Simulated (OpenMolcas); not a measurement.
# AlSiNH6O (SMILES O[SiH2][NH][AlH2]) at 6 levels

We compute a comparison of 6 runs (HF/6-31G*, B2PLYP/6-31G*, BHLYP/6-31G*, M06-L/6-31G*, SVWN5/6-31G*, MP2/6-31G*) of AlSiNH6O. 

Program for the calculation: OpenMolcas 26.06.

### 1 The structure to begin with

The species is AlSiNH6O (10 atoms), meant as a singlet with charge 0. As SMILES, `O[SiH2][NH][AlH2]`. The N3–H8 distance was set to 1.317 Å, away from the relaxed value.

Bond lengths: O1–Si2 1.650 Å, Si2–N3 1.711 Å, N3–Al4 1.785 Å, O1–H5 0.958 Å, Si2–H6 1.486 Å, Si2–H7 1.491 Å, Al4–H9 1.580 Å, Al4–H10 1.583 Å. Some angles: O1–Si2–N3 109.6°, Si2–N3–Al4 128.8°, O1–Si2–H6 111.3°, O1–Si2–H7 107.7°, N3–Si2–H6 106.5°, N3–Si2–H7 112.1°, Si2–O1–H5 117.1°, N3–Al4–H9 118.3°, N3–Al4–H10 117.3°, H6–Si2–H7 109.7°. A long bond or contact: N3–H8 1.317 Å.

### 2 The energy at HF/6-31G(d) (spherical functions) (run 1)

Input file job.inp:

```
&gateway
  baslib=$CurrDir
  coord
  10
  angstrom
  O       -1.957252      -0.470114      -0.905696
  Si      -0.716452       0.597586      -0.700796
  N        0.553448      -0.158614       0.160404
  Al       1.093448       0.128886       1.837104
  H       -2.539652      -0.324214      -1.652296
  H       -1.140052       1.767486       0.111304
  H       -0.282652       1.054986      -2.052396
  H        1.159400      -1.127800      -0.493000
  H        0.368548       1.254286       2.676004
  H        2.285548      -0.760514       2.379504
  basis=6-31Gs
  group=NoSym

&seward

&scf
  thresholds=1e-10 1e-07 1e-07 1e-05
  prorbitals=1 1
```

The basis set 6-31G* is read from a file made from the Basis Set Exchange's data (not shown).

Run with:

```
$ export MOLCAS_MEM=1860
$ pymolcas job.inp > job.log
```

What it wrote:

```text
--- Start Module: gateway ---
[...]
--- Stop Module: gateway /rc=_RC_ALL_IS_WELL_ ---
--- Start Module: seward ---
[...]
      Basis functions           76
--- Stop Module: seward /rc=_RC_ALL_IS_WELL_ ---
[...]
--- Start Module: scf ---
[...]
       Convergence after  13 Iterations
[...]
::    Total SCF energy                               -663.6611910228
[...]
      Total spin, S                                     0.0000000000
[...]
      Total electronic charge=   48.000000
      Total            charge=   -0.000000
[...]
      Dipole Moment (debye):
      Origin of the operator (angstrom)=   -0.1566    0.1355    0.2055
                   X=  1.7624E-01               Y= -2.8939E-02               Z= -1.4711E+00           Total=  1.4819E+00
      Quadrupole Moment (debye*angstrom):
[...]
--- Stop Module: scf /rc=_RC_ALL_IS_WELL_ ---
[...]
```

It took 5.4 s on 1 thread of AMD EPYC 7R43 (Zen 3), shared host; peak memory 0.43 GiB.

### 3 The energy at B2PLYP/6-31G(d) (spherical functions) (run 2)

Input file calc.inp:

```
* AlH6NOSi Kohn-Sham DFT

&gateway
 baslib=$CurrDir
 coord
 10
 angstrom
 O       -1.957252      -0.470114      -0.905696
 Si      -0.716452       0.597586      -0.700796
 N        0.553448      -0.158614       0.160404
 Al       1.093448       0.128886       1.837104
 H       -2.539652      -0.324214      -1.652296
 H       -1.140052       1.767486       0.111304
 H       -0.282652       1.054986      -2.052396
 H        1.159400      -1.127800      -0.493000
 H        0.368548       1.254286       2.676004
 H        2.285548      -0.760514       2.379504
 basis=6-31Gs
 group=NoSym

&seward
 gridinput
 Grid=UltraFine
 End of Grid

&scf
 ksdft=B2PLYP_SCF
 thresholds=1e-10 1e-07 1e-07 1e-05
 prorbitals=1 2

&mbpt2
 frozen=12
```

The basis set 6-31G* is read from a file made from the Basis Set Exchange's data (not shown).

Run with:

```
$ export MOLCAS_MEM=1860
$ pymolcas calc.inp > calc.log
```

What it wrote:

```text
--- Start Module: gateway ---
[...]
--- Stop Module: gateway /rc=_RC_ALL_IS_WELL_ ---
[...]
      Basis functions           76
[...]
--- Start Module: scf ---
[...]
       Convergence after  13 Iterations
[...]
::    Total KS-DFT energy                            -664.9552780681
[...]
      Total spin, S                                     0.0000000000
[...]
      Total electronic charge=   48.000000
      Total            charge=   -0.000000
[...]
      Dipole Moment (debye):
      Origin of the operator (angstrom)=   -0.1566    0.1355    0.2055
                   X=  9.7336E-02               Y= -1.0347E-01               Z= -1.5246E+00           Total=  1.5312E+00
      Quadrupole Moment (debye*angstrom):
[...]
--- Stop Module: scf /rc=_RC_ALL_IS_WELL_ ---
[...]
--- Start Module: mbpt2 ---
[...]
 ###    WARNING: MP2 implementation intended for RHF references only         ###
 ###############################################################################
MBPT2 WARNING: Reference function according to RunFile:KS-DFT
I'll assume you know what you're doing and continue
WARNING!
Default frozen orbitals as non valence orbitals is overwritten by user input.
Default values:   6
[...]
       Reference weight ( Cref**2 )         =        0.78896
::    Total MBPT2 energy                             -665.5500466709
[...]
      Total MBPT2 calculations                           0.18      0.21
--- Stop Module: mbpt2 /rc=_RC_ALL_IS_WELL_ ---
[...]
```

Run time: 20 s. Hardware: 1 thread of AMD EPYC 7R43 (Zen 3), shared host; peak memory 0.43 GiB.

Runs 3 to 5 aren't shown in full; the table further down has their settings and results.

### 4 The energy at MP2/6-31G(d) (spherical functions) (run 6)

Input file run.inp:

```
* AlH6NOSi MP2
>>> EXPORT MOLCAS_PRINT=2

&GATEWAY
  BasLib = $CurrDir
  Coord
  10
  angstrom
  O       -1.957252      -0.470114      -0.905696
  Si      -0.716452       0.597586      -0.700796
  N        0.553448      -0.158614       0.160404
  Al       1.093448       0.128886       1.837104
  H       -2.539652      -0.324214      -1.652296
  H       -1.140052       1.767486       0.111304
  H       -0.282652       1.054986      -2.052396
  H        1.159400      -1.127800      -0.493000
  H        0.368548       1.254286       2.676004
  H        2.285548      -0.760514       2.379504
  Basis = 6-31Gs
  Group = NoSym

&SEWARD

&SCF
  Thresholds = 1e-10 1e-07 1e-07 1e-05
  PrOrbitals = 1 1

&MBPT2
  Frozen = 12
```

The basis set 6-31G* is read from a file made from the Basis Set Exchange's data (not shown).

Run with:

```
$ export MOLCAS_MEM=1860
$ pymolcas run.inp > run.log
```

What it wrote:

```text
--- Start Module: gateway ---
[...]
--- Stop Module: gateway /rc=_RC_ALL_IS_WELL_ ---
[...]
      Basis functions           76
[...]
--- Start Module: scf ---
[...]
       Convergence after  13 Iterations
[...]
::    Total SCF energy                               -663.6611910228
[...]
      Total spin, S                                     0.0000000000
[...]
      Total electronic charge=   48.000000
      Total            charge=   -0.000000
[...]
      Dipole Moment (debye):
      Origin of the operator (angstrom)=   -0.1566    0.1355    0.2055
                   X=  1.7624E-01               Y= -2.8939E-02               Z= -1.4711E+00           Total=  1.4819E+00
      Quadrupole Moment (debye*angstrom):
[...]
--- Stop Module: scf /rc=_RC_ALL_IS_WELL_ ---
[...]
--- Start Module: mbpt2 ---
[...]
WARNING!
Default frozen orbitals as non valence orbitals is overwritten by user input.
Default values:   6
[...]
       Reference weight ( Cref**2 )         =        0.85697
::    Total MBPT2 energy                             -664.1405483907
[...]
      Total MBPT2 calculations                           0.17      0.21
--- Stop Module: mbpt2 /rc=_RC_ALL_IS_WELL_ ---
[...]
```

It took 5.7 s on 1 thread of AMD EPYC 7R43 (Zen 3), shared host; peak memory 0.43 GiB.

### 5 Overview of the runs

```
run                                level  frozen core orbitals  integration grid  energy (Eh)  dipole moment (D) of the reference  HOMO energy (eV)  LUMO energy (eV)  wall time
  1      HF/6-31G* (spherical functions)                     –                 –  -663.661191                                1.48            -11.07              1.88      5.4 s
  2  B2PLYP/6-31G* (spherical functions)                    12         UltraFine  -665.115866                                1.53             -8.92              0.27       20 s
  3   BHLYP/6-31G* (spherical functions)                     –         UltraFine  -665.434227                                1.53             -8.96              0.02       20 s
  4   M06-L/6-31G* (spherical functions)                     –         UltraFine  -665.485169                                1.55             -6.55             -0.97       31 s
  5   SVWN5/6-31G* (spherical functions)                     –         UltraFine  -662.258739                                1.78             -6.47             -1.68       17 s
  6     MP2/6-31G* (spherical functions)                    12                 –  -664.140548                                1.48            -11.07              1.88      5.7 s
```

### 6 Summary of results

| quantity | value |
| --- | --- |
| run 6: total energy | -664.14055 Eh |
| run 6: dipole moment (mean-field density) | 1.48 D |
| run 6: HOMO energy (Hartree–Fock orbitals) | -11.07 eV |
| run 6: LUMO energy (Hartree–Fock orbitals) | 1.88 eV |
| run 6: HOMO–LUMO gap (Hartree–Fock orbitals) | 12.95 eV |
| run 6: correlation energy (12 core orbitals frozen) | -479.4 mEh |

In words: Over runs 1, 2, 3, 4, 5 the dipole moment (its size) runs from 1.48 D (HF/6-31G*) to 1.78 D (SVWN5/6-31G*). Over runs 1, 2, 3, 4, 5 the HOMO–LUMO gap runs from 4.79 eV (SVWN5/6-31G*) to 12.95 eV (HF/6-31G*). Exact exchange widens orbital gaps. For B2PLYP the log adds the whole second-order term; the table takes 0.27 of it, as the functional is defined. Totals of different functionals can't be ranked against each other. All runs together took 98 s, the longest 31 s.
